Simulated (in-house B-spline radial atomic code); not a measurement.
# Cs¹⁸⁺: excited configurations in jj coupling

How much energy does it take to promote electrons of Cs¹⁸⁺ to other shells? Each configuration is solved by itself and compared with the reference.

Method: Dirac-Hartree-Fock, average of configuration, Fermi nucleus, basis-set limit. Code: in-house B-spline radial atomic code version 1.

**1. What is computed**

| Item | Value |
| --- | --- |
| element | caesium (Z = 55) |
| charge | +18 |
| electrons | 37 |
| configuration | 1s2 2s2 2p6 3s2 3p6 3d10 4s2 4p6 4d-1 |
| Hamiltonian | Dirac-Coulomb |
| nucleus | Fermi, rms radius 4.804 fm |

In configurations, a minus sign after the shell means j = l − 1/2 and a plus sign j = l + 1/2; the count of electrons follows.

Settings, as recorded:

```ini
Z = 55
electrons = 37.0
configuration = 1s2 2s2 2p6 3s2 3p6 3d10 4s2 4p6 4d-1
hamiltonian = dirac
method = hf
spin_polarised = False
nucleus = fermi
rms_radius = 4.8041
mass_number = 133
atomic_mass = 132.905451958
speed_of_light = 137.035999084
```

This reference run was done before. Its total energy is -7660.313570 hartree, and its levels are (the highest eight at most):

| orbital | occupation | energy (eV) | <r> (bohr) |
| --- | --- | --- | --- |
| 3p1/2 | 2 | -1540.16 | 0.2855 |
| 3p3/2 | 4 | -1469.32 | 0.2965 |
| 3d3/2 | 4 | -1211.04 | 0.2678 |
| 3d5/2 | 6 | -1195.19 | 0.2714 |
| 4s1/2 | 2 | -645.60 | 0.6490 |
| 4p1/2 | 2 | -584.94 | 0.6613 |
| 4p3/2 | 4 | -564.94 | 0.6803 |
| 4d3/2 | 1 | -476.85 | 0.6998 |

**2. Run with 1s2 2s2 2p6 3s2 3p6 3d-4 3d+5 4s2 4p6 4d+1 6p-1**

Settings, as recorded:

```ini
Z = 55
electrons = 37.0
configuration = 1s2 2s2 2p6 3s2 3p6 3d-4 3d+5 4s2 4p6 4d+1 6p-1
hamiltonian = dirac
method = hf
spin_polarised = False
nucleus = fermi
rms_radius = 4.8041
mass_number = 133
atomic_mass = 132.905451958
speed_of_light = 137.035999084
```

**3. 1s2 2s2 2p6 3s2 3p6 3d10 4s2 4p6 6d+1**

Changes to the settings of step 2:

```diff
@@ -2,3 +2,3 @@
 electrons = 37.0
-configuration = 1s2 2s2 2p6 3s2 3p6 3d-4 3d+5 4s2 4p6 4d+1 6p-1
+configuration = 1s2 2s2 2p6 3s2 3p6 3d10 4s2 4p6 6d+1
 hamiltonian = dirac
```

**4. Run with 1s2 2s2 2p6 3s2 3p6 3d10 4s2 4p-2 4p+3 4d-1 7p-1**

Changes to the settings of step 3:

```diff
@@ -2,3 +2,3 @@
 electrons = 37.0
-configuration = 1s2 2s2 2p6 3s2 3p6 3d10 4s2 4p6 6d+1
+configuration = 1s2 2s2 2p6 3s2 3p6 3d10 4s2 4p-2 4p+3 4d-1 7p-1
 hamiltonian = dirac
```

**5. Run with 1s2 2s2 2p6 3s2 3p6 3d10 4s2 4p-2 4p+3 4d+1 6f+1**

Changes to the settings of step 4:

```diff
@@ -2,3 +2,3 @@
 electrons = 37.0
-configuration = 1s2 2s2 2p6 3s2 3p6 3d10 4s2 4p-2 4p+3 4d-1 7p-1
+configuration = 1s2 2s2 2p6 3s2 3p6 3d10 4s2 4p-2 4p+3 4d+1 6f+1
 hamiltonian = dirac
```

**6. 1s2 2s2 2p6 3s2 3p6 3d-4 3d+5 4s2 4p6 4d-1 8d+1**

Changes to the settings of step 5:

```diff
@@ -2,3 +2,3 @@
 electrons = 37.0
-configuration = 1s2 2s2 2p6 3s2 3p6 3d10 4s2 4p-2 4p+3 4d+1 6f+1
+configuration = 1s2 2s2 2p6 3s2 3p6 3d-4 3d+5 4s2 4p6 4d-1 8d+1
 hamiltonian = dirac
```

**7. Run with 1s2 2s2 2p6 3s2 3p6 3d10 4s2 4p6 4d+1**

Changes to the settings of step 6:

```diff
@@ -2,3 +2,3 @@
 electrons = 37.0
-configuration = 1s2 2s2 2p6 3s2 3p6 3d-4 3d+5 4s2 4p6 4d-1 8d+1
+configuration = 1s2 2s2 2p6 3s2 3p6 3d10 4s2 4p6 4d+1
 hamiltonian = dirac
```

How far above the reference does each configuration lie (order and size, in eV)?

As calculated:

| net move | configuration | energy above the reference (eV) | with Breit, QED, recoil (eV) | largest <r> (bohr) |
| --- | --- | --- | --- | --- |
| 4d3/2 → 4d5/2 | 1s2 2s2 2p6 3s2 3p6 3d10 4s2 4p6 4d+1 | 3.288 | 3.201 | 0.705 |
| 4d3/2 → 6d5/2 | 1s2 2s2 2p6 3s2 3p6 3d10 4s2 4p6 6d+1 | 303.63 | 303.51 | 2.11 |
| 4d3/2, 4p3/2 → 4d5/2, 6f7/2 | 1s2 2s2 2p6 3s2 3p6 3d10 4s2 4p-2 4p+3 4d+1 6f+1 | 417.50 | 417.06 | 2.24 |
| 4p3/2 → 7p1/2 | 1s2 2s2 2p6 3s2 3p6 3d10 4s2 4p-2 4p+3 4d-1 7p-1 | 428.54 | 428.27 | 2.82 |
| 3d5/2, 4d3/2 → 4d5/2, 6p1/2 | 1s2 2s2 2p6 3s2 3p6 3d-4 3d+5 4s2 4p6 4d+1 6p-1 | 994.84 | 994.44 | 1.94 |
| 3d5/2 → 8d5/2 | 1s2 2s2 2p6 3s2 3p6 3d-4 3d+5 4s2 4p6 4d-1 8d+1 | 1096.35 | 1095.95 | 4.10 |

What this shows: The lowest of them is 4d3/2 → 4d5/2 at 3.288 eV and the highest 3d5/2 → 8d5/2 at 1096.35 eV. 2 of them lie more than 2 % above the ionisation threshold that Koopmans' theorem gives (476.85 eV), where such states can decay by emitting an electron. Two partly filled shells share a symmetry and can mix in the average, which may lower the energy, for: 3d5/2, 4d3/2 → 4d5/2, 6p1/2; 3d5/2 → 8d5/2. These are averages over configurations, without correlation, not spectroscopic levels.
